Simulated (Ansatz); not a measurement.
## KYSnWO6, space group F-43m: a dry run that shows the plan

Program: the Python package of Ansatz (0.2.0).

`plan_kysnwo6.py`:
```python
import logging
import sys
import warnings

import ansatz

logging.basicConfig(stream=sys.stdout, format="[%(levelname)s] %(message)s")
logger = logging.getLogger("calc")
logger.setLevel(logging.INFO)

warnings.simplefilter("ignore", ansatz.DeckWarning)

cell = (
    ansatz.Lattice.of([0.0, 4.194186, 4.194186], [4.194186, 0.0, 4.194186], [4.194186, 4.194186, 0.0])
    .atom("K", [0.75, 0.75, 0.75])
    .atom("Y", [0.5, 0.5, 0.5])
    .atom("Sn", [0.25, 0.25, 0.25])
    .atom("W", [0.0, 0.0, 0.0])
    .atom("O", [0.767476, 0.232524, 0.232524])
    .atom("O", [0.232524, 0.767476, 0.767476])
    .atom("O", [0.767476, 0.767476, 0.232524])
    .atom("O", [0.232524, 0.232524, 0.767476])
    .atom("O", [0.232524, 0.767476, 0.232524])
    .atom("O", [0.767476, 0.232524, 0.767476])
)

base = cell.calculation()
base = base.kpoints(spacing=0.4)
base = base.pseudopotentials("paw")
base = base.functional("pbe")
base = base.occupations("Fixed").basis(470)
session = base.session()
print("features:", ", ".join(session.active_features))
print("SCF threshold (eV):", session.dr2_threshold)
planned = session.plan(dry_run=True)
told = planned.describe()
for name in ("ecut_ev", "ecutrho_ev", "n_bands", "nominal_top_band", "n_pw_range", "fft_dense", "fft_smooth", "n_sym_ops", "cell_volume_ang3"):
    logger.info(f"{name:18s} {told[name]}")
logger.info("irreducible k-points and weights")
for k, weight in zip(told.kpoints_frac, told.kweights):
    logger.info(f"  {k[0]:8.4f} {k[1]:8.4f} {k[2]:8.4f}  {weight:.5f}")
```

```console
$ python plan_kysnwo6.py
features: AnyPaw, Paw, PbeFamilyXc, StepOccupations
SCF threshold (eV): 1e-07
[INFO] ecut_ev            470.0
[INFO] ecutrho_ev         1880.0
[INFO] n_bands            52
[INFO] nominal_top_band   42
[INFO] n_pw_range         [3378, 3479]
[INFO] fft_dense          [45, 45, 45]
[INFO] fft_smooth         [45, 45, 45]
[INFO] n_sym_ops          24
[INFO] cell_volume_ang3   147.56149767236263
[INFO] irreducible k-points and weights
[INFO]     0.0000   0.0000   0.0000  0.01562
[INFO]     0.0000   0.0000   0.2500  0.12500
[INFO]     0.0000   0.0000  -0.5000  0.06250
[INFO]     0.0000   0.2500   0.2500  0.09375
[INFO]     0.0000   0.2500  -0.5000  0.37500
[INFO]     0.0000   0.2500  -0.2500  0.18750
[INFO]     0.0000  -0.5000  -0.5000  0.04688
[INFO]     0.2500  -0.5000  -0.2500  0.09375
```

The structure comes from a database and needn't be a stable phase.
